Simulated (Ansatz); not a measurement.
**BH4InOZn: vertical ionisation energy**

An exercise on one series of results from a longer session: the logs are not shown, and one member is left open.

Program: Ansatz 0.2.0, Gaussian basis. Level of theory: unrestricted cation, the program's frozen cores in correlated methods. These are calculated values, not measurements.

Levels to be run: UKS PBE-D4/def2-TZVPP; UKS r2SCAN-D4/def2-TZVPP; UKS PBE0-D4/def2-TZVPP; UKS B3LYP-D4/def2-TZVPP; UKS wB97X-V/def2-TZVPP; UKS wB97M-V/def2-TZVPP; UKS B2PLYP (frozen core with 3s3p of Cu, Zn)/def2-TZVPP; UHF-CCSD(T) with 3s3p of Cu, Zn/def2-TZVPP; UHF-MP2 with 3s3p of Cu, Zn/def2-QZVPP; extrapolation to the limit; then −ε(HOMO) from the neutral's earlier runs with LDA (SPW92), PBE-D4, revPBE-D4, BLYP-D4, r2SCAN-D4, B97M-V, PBE0-D4, B3LYP-D4, r2SCANh-D4, r2SCAN0-D4, HSE06-D4, BHLYP-D4, CAM-B3LYP-D4, LC-ωPBE, ωB97X-V, ωB97M-V.

### The geometry

An earlier PBE0-D4 in a triple-zeta def2 set relaxation fixed the geometry. In takes the def2 core potential; no spin-orbit term is included.

8 atoms, charge 0, spin multiplicity 1.

Atoms are counted from 1 here; the program's logs count them from 0.

Bond lengths: B1–In2 2.241 Å, B1–H5 1.196 Å, B1–H6 1.196 Å, In2–O3 1.986 Å, In2–H7 1.728 Å, O3–Zn4 1.759 Å, Zn4–H8 1.516 Å. Angles: In2–B1–H5 121.5°, In2–B1–H6 121.5°, H5–B1–H6 117.1°, B1–In2–O3 111.9°, B1–In2–H7 136.2°, O3–In2–H7 111.9°, In2–O3–Zn4 138.0°, O3–Zn4–H8 177.7°.

As a file:

```
B    -0.7349    2.2597   -0.2278
In    0.6353    0.4869   -0.2104
O    -0.3255   -1.1857    0.2636
Zn    0.0467   -2.8918    0.4733
H    -1.3239    2.5838   -1.2168
H    -0.9196    2.9152    0.7551
H     2.3141    0.2045   -0.5048
H     0.3079   -4.3727    0.6679
```

Set-up of the first run:

Input file in.yaml:

```yaml
crystal:
  periodic: [false, false, false]
  atoms:
    - {symbol: B, position_ang: [-0.734920, 2.259669, -0.227812]}
    - {symbol: In, position_ang: [0.635273, 0.486881, -0.210433]}
    - {symbol: O, position_ang: [-0.325457, -1.185656, 0.263557]}
    - {symbol: Zn, position_ang: [0.046674, -2.891778, 0.473286]}
    - {symbol: H, position_ang: [-1.323927, 2.583832, -1.216808]}
    - {symbol: H, position_ang: [-0.919608, 2.915236, 0.755140]}
    - {symbol: H, position_ang: [2.314114, 0.204463, -0.504796]}
    - {symbol: H, position_ang: [0.307852, -4.372657, 0.667866]}
basis:
  gaussian: {orbitals: def2-TZVPP}
total_charge: 1
magnetization: {spin_polarized: true, initial_magnetization: 1}
hamiltonian: {xc: pbe, dispersion: d4}
```

Run with:

```sh
$ ansatz run in.yaml --threads 2 --pin off --events-out ev --progress --plain --max-ram 32768MiB --backend cpu
```

Among the steps run: Cation, UKS PBE-D4/def2-TZVPP; Cation, UKS r2SCAN-D4/def2-TZVPP; Cation, UKS PBE0-D4/def2-TZVPP; Cation, UKS B3LYP-D4/def2-TZVPP; Cation, UKS wB97X-V/def2-TZVPP; Cation, UKS wB97M-V/def2-TZVPP; Cation, UKS B2PLYP (frozen core with 3s3p of Cu, Zn)/def2-TZVPP; Cation, UHF-CCSD(T) with 3s3p of Cu, Zn/def2-TZVPP; Cation, UHF-MP2 with 3s3p of Cu, Zn/def2-QZVPP.

One of the session's tables, all rows but one given; the rest of the session is left out.

Orbital estimates, from the neutral's runs:

| functional | −ε(HOMO) (eV) |
| --- | --- |
| LDA (SPW92) | 6.10 |
| PBE-D4 | 5.93 |
| revPBE-D4 | 5.87 |
| BLYP-D4 | 5.82 |
| r2SCAN-D4 | 6.16 |
| B97M-V | 6.25 |
| PBE0-D4 | 7.12 |
| B3LYP-D4 | 6.93 |
| r2SCANh-D4 | 6.61 |
| r2SCAN0-D4 | 7.28 |
| HSE06-D4 | 6.72 |
| BHLYP-D4 | 8.20 |
| CAM-B3LYP-D4 | 8.45 |
| LC-ωPBE | ? |
| ωB97X-V | 9.41 |
| ωB97M-V | 9.28 |

Q: Estimate the row for LC-ωPBE from the others.

As computed: −ε(HOMO) (eV): 9.75. In the column «−ε(HOMO) (eV)» it is the highest.
